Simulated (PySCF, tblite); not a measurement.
# C₇H₁₂BF: infrared bands, NMR shifts, electronic excitations and core binding energies in gas and solvents, part 1 of 3

Aim: compute the infrared bands, NMR shifts, electronic excitations and core binding energies of C₇H₁₂BF (`C=C1C[C@@H](B(C)C)[C@H]1F`), and see what a dielectric continuum does where one was used.

The runs use tblite 0.8.0 and PySCF 2.14.0, with density-fitted response routines of our own; the level of theory stands in each step. All values are computed, except where a source is named. Atoms count from 0, in the outputs and in this text.

## 1. The molecule as given

21 atoms, charge 0, multiplicity 1; geometry from: force field or distance geometry start.

Bonds of the start (Å): C0–C1 1.34, C1–C2 1.49, C2–C3 1.52, C3–B4 1.58, B4–C5 1.59, B4–C6 1.60, C3–C7 1.51, C7–F8 1.38, C7–C1 1.47, C0–H9 1.08, C0–H10 1.10, C2–H11 1.09, C2–H12 1.12, C3–H13 1.12, C5–H14 1.11, C5–H15 1.09, C5–H16 1.11, C6–H17 1.10, C6–H18 1.10, C6–H19 1.12, C7–H20 1.09.

## 2. Relaxing the molecule with GFN2-xTB

Job settings and geometry (Å):

```
{"job": {"kind": "relax", "xc": "GFN2-xTB", "basis": "xTB"}, "charge": 0, "multiplicity": 1}
C      3.302000     0.585900    -0.042700
C      2.023000     0.186900    -0.014900
C      1.130800    -0.359000     1.045600
C      0.093200    -0.707600    -0.010600
B     -1.370200    -0.168000     0.224800
C     -1.691400     1.264300     0.823800
C     -2.487400    -0.703200    -0.782100
C      0.925100     0.077800    -0.991200
F      0.375400     1.319600    -1.207600
H      3.917000     0.572900     0.840100
H      3.664500     0.940400    -1.019900
H      0.811100     0.317700     1.841000
H      1.602200    -1.267600     1.492600
H      0.117900    -1.812600    -0.163600
H     -2.623500     1.155700     1.409400
H     -1.887600     1.929800    -0.017600
H     -0.825900     1.592000     1.435700
H     -2.200600    -1.642300    -1.272600
H     -2.660400     0.123900    -1.492900
H     -3.425100    -0.811000    -0.179000
H      1.201000    -0.423900    -1.918600
```

Command:

```sh
$ OMP_NUM_THREADS=1 python probes_run.py task.json out
```

This one command runs all jobs of the session in turn.

Standard output:

```text
step      E/eV     max force
  0    -734.41204    2.359
  1    -734.68219    2.125
  2    -734.82392    1.207
  3    -734.91586    0.738
  4    -734.96663    0.426
  5    -734.99685    0.363
  6    -735.01841    0.352
  7    -735.03201    0.305
  8    -735.04250    0.252
  9    -735.04820    0.188
 10    -735.05220    0.143
 11    -735.05640    0.161
 12    -735.06158    0.191
 13    -735.06715    0.167
 14    -735.07211    0.152
 15    -735.07610    0.159
 16    -735.07928    0.149
 17    -735.08181    0.125
 18    -735.08414    0.110
 19    -735.08661    0.122
 20    -735.08899    0.117
 21    -735.09083    0.114
 22    -735.09206    0.081
 23    -735.09301    0.076
 24    -735.09395    0.084
 25    -735.09492    0.089
 26    -735.09593    0.078
 27    -735.09700    0.088
 28    -735.09807    0.085
 29    -735.09896    0.065
 30    -735.09966    0.067
 31    -735.10026    0.053
 32    -735.10082    0.059
 33    -735.10131    0.059
 34    -735.10166    0.041
 35    -735.10195    0.039
 36    -735.10227    0.046
 37    -735.10265    0.068
 38    -735.10305    0.068
 39    -735.10347    0.049
 40    -735.10391    0.049
 41    -735.10438    0.047
 42    -735.10484    0.052
 43    -735.10524    0.047
 44    -735.10559    0.043
 45    -735.10589    0.042
 46    -735.10615    0.040
 47    -735.10635    0.033
 48    -735.10654    0.032
 49    -735.10671    0.031
 50    -735.10687    0.029
 51    -735.10702    0.032
 52    -735.10721    0.044
 53    -735.10750    0.053
 54    -735.10791    0.061
 55    -735.10841    0.062
 56    -735.10893    0.051
 57    -735.10947    0.059
 58    -735.11011    0.066
 59    -735.11089    0.067
 60    -735.11179    0.069
 61    -735.11275    0.062
 62    -735.11376    0.071
 63    -735.11491    0.082
 64    -735.11623    0.095
 65    -735.11761    0.117
 66    -735.11032    0.458
 67    -735.11937    0.079
 68    -735.12029    0.084
 69    -735.11988    0.352
 70    -735.12368    0.114
 71    -735.12505    0.119
 72    -735.12274    0.483
 73    -735.12916    0.107
 74    -735.13129    0.097
 75    -735.13015    0.515
 76    -735.13719    0.055
 77    -735.13885    0.070
 78    -735.14065    0.187
 79    -735.14167    0.108
 80    -735.14296    0.059
 81    -735.14540    0.074
 82    -735.14774    0.114
 83    -735.14910    0.103
 84    -735.15086    0.094
 85    -735.15208    0.076
 86    -735.15309    0.101
 87    -735.15405    0.108
 88    -735.15510    0.095
 89    -735.15660    0.110
 90    -735.15738    0.064
 91    -735.15820    0.063
 92    -735.15879    0.056
 93    -735.15921    0.057
 94    -735.15963    0.041
 95    -735.16000    0.067
 96    -735.16023    0.041
 97    -735.16044    0.051
 98    -735.16083    0.059
 99    -735.16125    0.056
100    -735.16177    0.055
101    -735.16224    0.047
102    -735.16261    0.068
103    -735.16307    0.056
104    -735.16355    0.051
105    -735.16428    0.061
106    -735.16448    0.092
107    -735.16479    0.035
108    -735.16533    0.066
109    -735.16557    0.084
110    -735.16573    0.029
111    -735.16585    0.019
112    -735.16590    0.029
113    -735.16598    0.021
114    -735.16602    0.012
115    -735.16605    0.013
116    -735.16610    0.020
117    -735.16614    0.021
118    -735.16618    0.012
119    -735.16620    0.010
```

Wall time 1.5 s (1 thread of Arm Neoverse N1, shared host); peak memory 0.18 GiB.

Step by step: (not every step is listed)

| step | energy from step 0 (eV) | largest force (eV/Å) |
| --- | --- | --- |
| 0 | 0.0000 | 2.3587 |
| 1 | -0.2701 | 2.1255 |
| 2 | -0.4119 | 1.2069 |
| 3 | -0.5038 | 0.7381 |
| 4 | -0.5546 | 0.4258 |
| 5 | -0.5848 | 0.3629 |
| 6 | -0.6064 | 0.3520 |
| 7 | -0.6200 | 0.3049 |
| 8 | -0.6305 | 0.2517 |
| 18 | -0.6721 | 0.1100 |
| 28 | -0.6860 | 0.0854 |
| 38 | -0.6910 | 0.0684 |
| 48 | -0.6945 | 0.0324 |
| 58 | -0.6981 | 0.0661 |
| 68 | -0.7082 | 0.0842 |
| 78 | -0.7286 | 0.1866 |
| 88 | -0.7431 | 0.0946 |
| 98 | -0.7488 | 0.0589 |
| 108 | -0.7533 | 0.0661 |
| 114 | -0.7540 | 0.0122 |
| 115 | -0.7540 | 0.0133 |
| 116 | -0.7541 | 0.0199 |
| 117 | -0.7541 | 0.0211 |
| 118 | -0.7541 | 0.0119 |
| 119 | -0.7542 | 0.0095 |

Close pairs (by a distance rule), those that changed most:

| bond | before (Å) | after (Å) | change (Å) |
| --- | --- | --- | --- |
| C3–C7 | 1.507 | 1.555 | +0.048 |
| C6–H19 | 1.120 | 1.088 | -0.032 |
| C1–C7 | 1.473 | 1.503 | +0.030 |
| C2–C3 | 1.521 | 1.550 | +0.029 |
| C2–H12 | 1.117 | 1.090 | -0.027 |
| B4–C6 | 1.596 | 1.572 | -0.024 |
| C0–H10 | 1.101 | 1.077 | -0.024 |
| C0–C1 | 1.340 | 1.316 | -0.024 |

The final coordinates are the input of the step that follows.

## 3. Vibrational analysis with GFN2-xTB

Job settings and geometry (Å):

```
{"job": {"kind": "ir", "xc": "GFN2-xTB", "basis": "xTB"}, "charge": 0, "multiplicity": 1}
C      2.809996     1.159680    -0.048984
C      1.884868     0.223569    -0.044412
C      1.194963    -0.584873     1.019334
C      0.062655    -0.895309     0.006928
B     -1.297091    -0.073702     0.106496
C     -1.387966     1.210759     1.011040
C     -2.505534    -0.513026    -0.798010
C      0.982710    -0.329649    -1.111877
F      0.430907     0.588307    -1.980677
H      3.310731     1.463592     0.855196
H      3.093379     1.664518    -0.957073
H      0.913180    -0.036438     1.914965
H      1.764105    -1.467058     1.313035
H     -0.116493    -1.964351    -0.125820
H     -2.312836     1.768292     0.886645
H     -0.559122     1.888817     0.809901
H     -1.310420     0.946810     2.065982
H     -2.504691    -1.564809    -1.075474
H     -2.430119     0.053135    -1.728290
H     -3.477822    -0.271649    -0.374203
H      1.445677    -1.094969    -1.745173
```

Standard output:

```text
mode    cm-1     km/mol
  1      23.9      0.15
  2      45.4      0.27
  3      86.7      1.98
  4      98.6      4.86
  5     122.2      0.08
  6     200.1      3.73
  7     220.2      0.79
  8     280.7      1.29
  9     315.6      1.38
 10     347.0      1.54
 11     384.3      1.21
 12     467.1      0.95
 13     511.3      4.75
 14     649.9      2.15
 15     666.2      2.94
 16     700.7      0.26
 17     734.7      3.23
 18     842.8      2.18
 19     859.1     26.13
 20     872.2     17.74
 21     875.5     78.81
 22     898.8     27.47
 23     932.1      6.27
 24     956.6      4.40
 25     986.7      2.89
 26    1029.9     34.84
 27    1060.9     19.53
 28    1093.6    116.21
 29    1121.8     24.31
 30    1140.3    152.29
 31    1183.3     13.33
 32    1189.5    136.36
 33    1219.4      0.94
 34    1230.4      3.26
 35    1268.1     23.37
 36    1299.2     37.69
 37    1379.6     53.17
 38    1385.7     13.94
 39    1401.7      1.07
 40    1453.8      3.47
 41    1475.6      3.25
 42    1488.4      1.66
 43    1491.7      1.19
 44    1496.4      0.43
 45    1776.0     24.28
 46    2904.7     40.29
 47    2956.9     41.56
 48    2980.7     47.62
 49    2990.5      8.74
 50    2997.3     29.30
 51    3014.9     14.05
 52    3016.6     29.63
 53    3028.9     38.47
 54    3033.1     27.43
 55    3042.5     49.85
 56    3098.5     16.65
 57    3125.5     28.45
```

It took 1.4 s on 1 thread of Arm Neoverse N1, shared host; peak memory 0.18 GiB.

Which atoms move in the most intense modes:

| cm⁻¹ | km/mol | atoms |
| --- | --- | --- |
| 876 | 78.8 | B4 15 %, C7 11 % |
| 1094 | 116.2 | C7 39 %, C3 11 %, F8 10 % |
| 1140 | 152.3 | B4 30 %, H20 15 %, H13 11 %, C7 11 % |
| 1190 | 136.4 | B4 45 % |
| 1380 | 53.2 | H18 21 %, H19 17 %, H17 15 %, H15 12 % |
| 2957 | 41.6 | H13 86 % |
| 2981 | 47.6 | H12 81 % |
| 3042 | 49.9 | H14 89 % |

## 4. Optimising the geometry at PBE0-D3(BJ)/def2-SVP

Job settings and geometry (Å):

```
{"job": {"xc": "PBE0", "basis": "def2-SVP", "d3": "d3bj", "grid": 1, "shake": 0.01, "kind": "geom"}, "charge": 0, "multiplicity": 1}
C      2.830410     1.134120    -0.044800
C      1.879190     0.219040    -0.046570
C      1.174760    -0.587190     1.010680
C      0.095880    -0.893050     0.003400
B     -1.299900    -0.080380     0.095940
C     -1.391870     1.215580     1.008650
C     -2.495960    -0.515020    -0.797770
C      0.998170    -0.324200    -1.116930
F      0.429080     0.593710    -1.961330
H      3.308030     1.461160     0.865220
H      3.084510     1.661600    -0.948250
H      0.918980    -0.035520     1.921670
H      1.735820    -1.456840     1.303440
H     -0.133180    -1.961590    -0.118810
H     -2.317280     1.757530     0.886910
H     -0.559650     1.902870     0.817380
H     -1.308480     0.957930     2.063930
H     -2.513950    -1.558970    -1.069650
H     -2.432270     0.045310    -1.726000
H     -3.502760    -0.264750    -0.369290
H      1.429290    -1.094360    -1.754810
```

Standard output:

```text
step   0  E = -397.88069647  max force = 0.035127
step   1  E = -397.88649781  max force = 0.002982
step   2  E = -397.88666674  max force = 0.000891
step   3  E = -397.88674482  max force = 0.002068
step   4  E = -397.88681398  max force = 0.002175
step   5  E = -397.88687619  max force = 0.001289
step   6  E = -397.88693028  max force = 0.000557
step   7  E = -397.88694676  max force = 0.000631
step   8  E = -397.88696035  max force = 0.000527
step   9  E = -397.88696880  max force = 0.000479
step  10  E = -397.88697550  max force = 0.000501
step  11  E = -397.88698528  max force = 0.000629
step  12  E = -397.88700303  max force = 0.000610
step  13  E = -397.88701914  max force = 0.000451
step  14  E = -397.88702661  max force = 0.000320
optimisation converged
```

Wall time 7.7 min (1 thread of Arm Neoverse N1, shared host); peak memory 0.86 GiB.

Along the way:

| step | energy from step 0 (eV) | largest force component (eV/Å) |
| --- | --- | --- |
| 0 | 0.0000 | 1.8063 |
| 1 | -0.1579 | 0.1533 |
| 2 | -0.1625 | 0.0458 |
| 3 | -0.1646 | 0.1063 |
| 4 | -0.1665 | 0.1118 |
| 5 | -0.1682 | 0.0663 |
| 6 | -0.1696 | 0.0286 |
| 7 | -0.1701 | 0.0324 |
| 8 | -0.1704 | 0.0271 |
| 9 | -0.1707 | 0.0246 |
| 10 | -0.1709 | 0.0258 |
| 11 | -0.1711 | 0.0323 |
| 12 | -0.1716 | 0.0314 |
| 13 | -0.1720 | 0.0232 |
| 14 | -0.1723 | 0.0165 |

Distances of close pairs at the start and the end, largest changes first:

| bond | before (Å) | after (Å) | change (Å) |
| --- | --- | --- | --- |
| C2–C3 | 1.507 | 1.557 | +0.050 |
| C3–B4 | 1.618 | 1.590 | -0.027 |
| C2–H12 | 1.076 | 1.102 | +0.027 |
| C6–H18 | 1.086 | 1.109 | +0.023 |
| C6–H19 | 1.122 | 1.101 | -0.022 |
| C6–H17 | 1.079 | 1.100 | +0.021 |
| C5–H14 | 1.079 | 1.100 | +0.021 |
| B4–C5 | 1.588 | 1.568 | -0.020 |

The next job starts from the end point, and lists it.

| at the end point | value |
| --- | --- |
| point group (found at 0.08 Å tolerance) | C1 |
| rotational constants (GHz, main isotopes) | 2.347, 1.248, 1.113 |
| dipole moment (D) | 1.44 |

## 5. Nuclear shieldings: PBE0/pcSseg-1

Job settings and geometry (Å):

```
{"job": {"kind": "nmr", "xc": "PBE0", "basis": "pcSseg-1"}, "charge": 0, "multiplicity": 1}
C      2.693031     1.140004     0.111971
C      1.851898     0.113627     0.047158
C      1.126454    -0.755193     1.047019
C      0.007766    -0.961353    -0.015992
B     -1.247487     0.014252     0.024705
C     -1.226246     1.316839     0.897722
C     -2.498900    -0.336888    -0.852511
C      1.013936    -0.434038    -1.074556
F      0.542062     0.469387    -1.997658
H      3.120271     1.468731     1.063402
H      2.964507     1.696279    -0.789363
H      0.846599    -0.279281     1.999116
H      1.670628    -1.687157     1.271718
H     -0.302896    -2.003651    -0.187582
H     -1.958288     2.075776     0.584558
H     -0.231296     1.777168     0.993549
H     -1.519419     0.998486     1.918613
H     -2.626015    -1.405556    -1.081147
H     -2.303777     0.170846    -1.819030
H     -3.444676     0.080186    -0.474146
H      1.510206    -1.246708    -1.634548
```

Level: GIAO PBE0/pcSseg-1 NMR shielding, non-relativistic, gas phase.

Standard output:

```text
coarse grid: 17216 points
cycle   1  E = -397.9583494543  dE =  9.703e-01  |g| = 6.460e-01  |ddm| = 4.051e+00
cycle   2  E = -397.9255749644  dE =  3.277e-02  |g| = 7.965e-01  |ddm| = 1.271e+00
cycle   3  E = -398.0510371351  dE = -1.255e-01  |g| = 9.777e-02  |ddm| = 7.470e-01
cycle   4  E = -398.0525765291  dE = -1.539e-03  |g| = 4.299e-02  |ddm| = 1.145e-01
cycle   5  E = -398.0529560934  dE = -3.796e-04  |g| = 1.278e-02  |ddm| = 4.485e-02
cycle   6  E = -398.0529916117  dE = -3.552e-05  |g| = 3.790e-03  |ddm| = 1.224e-02
cycle   7  E = -398.0529949555  dE = -3.344e-06  |g| = 6.474e-04  |ddm| = 3.730e-03
final grid: 165736 points
cycle   8  E = -398.1122709035  dE = -5.814e-05  |g| = 9.570e-03  |ddm| = 4.284e-02
cycle   9  E = -398.1122620096  dE =  8.894e-06  |g| = 1.182e-02  |ddm| = 1.930e-02
cycle  10  E = -398.1122934246  dE = -3.141e-05  |g| = 1.678e-03  |ddm| = 1.105e-02
cycle  11  E = -398.1122939338  dE = -5.093e-07  |g| = 3.366e-04  |ddm| = 1.651e-03
cycle  12  E = -398.1122939561  dE = -2.230e-08  |g| = 1.526e-04  |ddm| = 3.677e-04
cycle  13  E = -398.1122939612  dE = -5.120e-09  |g| = 3.068e-05  |ddm| = 1.494e-04
cycle  14  E = -398.1122939614  dE = -1.951e-10  |g| = 5.958e-06  |ddm| = 3.648e-05
converged SCF energy = -398.1122939614

GIAO shielding tensors (ppm)
atom      isotropic    diamagn.    paramagn.     s11        s22        s33       span
  0 C       68.775     252.708    -183.933    -42.710     82.206    166.830    209.539
  1 C       24.981     268.182    -243.201    -86.298     28.494    132.749    219.047
  2 C      156.651     249.727     -93.076    145.947    154.485    169.520     23.574
  3 C      145.521     253.685    -108.163    122.292    143.344    170.929     48.636
  4 B       12.888     187.429    -174.540    -47.952    -32.819    119.437    167.389
  5 C      170.147     254.085     -83.937    149.343    176.671    184.428     35.085
  6 C      165.168     253.446     -88.278    146.017    165.391    184.096     38.078
  7 C       92.000     243.818    -151.818     58.448     81.986    135.567     77.119
  8 F      361.647     477.412    -115.765    328.264    373.183    383.494     55.230
  9 H       25.894      29.300      -3.406     22.403     25.325     29.955      7.552
 10 H       25.629      29.621      -3.993     22.048     24.655     30.182      8.135
 11 H       28.771      32.286      -3.515     25.391     27.927     32.995      7.603
 12 H       28.970      30.017      -1.047     25.123     26.820     34.967      9.844
 13 H       28.778      33.578      -4.800     24.715     28.513     33.107      8.392
 14 H       30.194      30.662      -0.469     26.678     28.916     34.988      8.310
 15 H       29.740      33.041      -3.301     24.899     29.832     34.488      9.589
 16 H       30.911      30.240       0.671     26.268     29.785     36.681     10.412
 17 H       30.206      30.775      -0.569     26.153     29.565     34.900      8.746
 18 H       30.445      30.164       0.281     27.637     29.001     34.698      7.061
 19 H       30.084      29.435       0.649     26.134     29.097     35.021      8.887
 20 H       25.827      30.365      -4.538     22.711     26.108     28.661      5.951
```

Run time: 78 s. Hardware: 1 thread of Arm Neoverse N1, shared host; peak memory 1 GiB.

The references, computed at this level on geometries of the same kind, shield at (ppm): 1H TMS 31.27, 13C TMS 184.4, 19F CFCl3 177.2, 11B BF3·OEt2 100.7. Their shielding less the atom's gives the shift. The references are single molecules in the gas phase, so shifts against H2O, NH3, PH3, H3PO4 or CFCl3 are not on the usual liquid scales and can be off by tens of ppm. Atoms listed in one row are averaged.

| atoms | environment | σ (ppm) | δ (ppm) | δ scaled to CDCl3 |
| --- | --- | --- | --- | --- |
| C1 | fully substituted alkene carbon | 25.0 | 159.4 | 154.3 |
| C0 | terminal =CH2 carbon | 68.8 | 115.6 | 111.8 |
| C7 | allylic sp3 CH bonded to F | 92.0 | 92.4 | 89.2 |
| C3 | sp3 CH bonded to B | 145.5 | 38.9 | 37.3 |
| C2 | allylic sp3 CH2 | 156.7 | 27.8 | 26.4 |
| C5, C6 | methyl carbon bonded to B | 167.7 | 16.8 | 15.8 |
| H10 | hydrogen on a terminal =CH2 carbon | 25.63 | 5.64 | 5.56 |
| H20 | hydrogen on an allylic sp3 CH bonded to F | 25.83 | 5.44 | 5.37 |
| H9 | hydrogen on a terminal =CH2 carbon | 25.89 | 5.37 | 5.31 |
| H11 | hydrogen on an allylic sp3 CH2 | 28.77 | 2.50 | 2.58 |
| H13 | hydrogen on an sp3 CH bonded to B | 28.78 | 2.49 | 2.57 |
| H12 | hydrogen on an allylic sp3 CH2 | 28.97 | 2.30 | 2.39 |
| H14, H15, H16, H17, H18, H19 | hydrogen on a methyl carbon bonded to B | 30.26 | 1.00 | 1.17 |
| B4 | boron bonded to 3 C | 12.9 | 87.8 | – |
| F8 | fluorine on an sp3 carbon | 361.6 | -184.4 | – |

The scaled column applies a straight-line fit of computed shieldings to shifts measured in CDCl3, and one for carbons that bear F (root-mean-square error 0.21 ppm for H, 2.0 ppm for C).

The run also stored atomic charges by several schemes (e):

| atoms | Mulliken | IAO | Hirshfeld | ESP fit |
| --- | --- | --- | --- | --- |
| C0 | -0.08 | -0.33 | -0.11 | -0.61 |
| C1 | -0.38 | 0.00 | 0.00 | 0.11 |
| C2 | -0.07 | -0.27 | -0.07 | -0.24 |
| C3 | -0.49 | -0.27 | -0.10 | -0.34 |
| B4 | 0.51 | 0.34 | 0.20 | 0.80 |
| C5, C6 | -0.51 | -0.56 | -0.19 | -0.79 |
| C7 | 0.29 | 0.18 | 0.07 | 0.23 |
| F8 | -0.32 | -0.32 | -0.11 | -0.25 |

Mayer bond orders: C0–C1 1.99, C1–C2 1.00, C2–C3 1.03, C3–B4 0.87, B4–C5 1.07, B4–C6 1.07, C3–C7 1.01, C7–F8 0.89, C7–C1 0.98.

Ring of atoms C1, C2, C3, C7: NICS(0) -2.0, NICS(1) -2.2, NICS(1)zz -1.8 ppm (means of both faces).

(Continued in part 2 of 3.)
